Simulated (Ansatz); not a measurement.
C₂H₆BF, SMILES CB(C)F, a ladder of methods at one geometry

Computed with the Ansatz DFT code, driven from Python.

Script `methods.py`:
```python
'''One geometry of C2H6BF, method by method.'''

from dataclasses import dataclass
from pathlib import Path

import ansatz
import numpy as np


@dataclass
class RunConfig:
    basis_set: str = 'def2-SVP'


settings = RunConfig()

GEOMETRY = '''
C    -0.72640    0.98360   -0.51250
B    -0.13890   -0.42380   -0.41980
C     0.80800   -0.77510    0.76820
F    -0.36780   -1.40800   -1.42200
H     0.03430    1.77840   -0.62270
H    -1.38300    1.24850    0.37980
H    -1.39700    1.08960   -1.41850
H     1.75820   -0.08270    0.75260
H     1.18880   -1.81020    0.72890
H     0.30680   -0.65130    1.76890
'''


def main() -> None:
    molecule = ansatz.Crystal.molecule()
    for line in GEOMETRY.strip().splitlines():
        symbol, *xyz = line.split()
        molecule = molecule.atom(symbol, [float(v) for v in xyz])

    setup = molecule.calculation().basis(gaussian=settings.basis_set)

    print('functional    E (Ha)        dipole (D)   HOMO (eV)  LUMO (eV)')
    for name in ['revpbe', 'b3lyp', 'hf', 'blyp', 'r2scan', 'cam_b3lyp']:
        data = setup.functional(name).forces().orbitals().run(runs_dir='runs').report
        lines = Path(data['orbitals_path']).read_text().splitlines()
        field_of = lambda key: [line.split('=')[1].strip() for line in lines if line.startswith(key)]
        orbitals = [(27.211386 * float(e), s, float(n)) for e, s, n in zip(field_of('Ene='), field_of('Spin='), field_of('Occup='))]
        homo = max(e for e, _, n in orbitals if n > 0.5)
        lumo = min(e for e, _, n in orbitals if n < 0.5)
        dipole = 4.803205 * np.linalg.norm(data['charge_distribution']['dipole_moment_e_ang'])
        print(f'{name:10s} {data["free_energy_ev"] / 27.211386246:14.6f} {dipole:9.3f} {homo:11.3f} {lumo:10.3f}')


if __name__ == '__main__':
    main()
```

```console
$ python methods.py
functional    E (Ha)        dipole (D)   HOMO (eV)  LUMO (eV)
revpbe        -204.359971     1.699      -7.157     -1.178
b3lyp         -204.434872     1.813      -8.564     -0.496
hf            -203.261540     2.045     -12.646      3.518
blyp          -204.346491     1.690      -7.103     -1.119
r2scan        -204.312210     1.833      -7.586     -0.888
cam_b3lyp     -204.334794     1.839     -10.265      0.914
```

Notes:
- Total energies depend on the basis set; only differences at equal settings carry meaning.
- The geometry is a force-field or estimated start, not a minimum of this method, and the basis set is short of its limit. A lower total doesn't mark the better method: functionals have no common bound, and MP2 and coupled cluster aren't variational.
- b3lyp holds the VWN-RPA fit, as in Gaussian; the form of ORCA and Turbomole is b3lyp5.
- Levels such as HOMO and LUMO are orbital energies: with these approximate functionals they aren't the ionisation energy and electron affinity, and their gap isn't the fundamental gap.
- Hardware and time: 15 s on 1 thread of Arm Neoverse V1 (shared host), peak memory 0.24 GiB.

(Lines on the test bed's own set-up are left out of the output.)
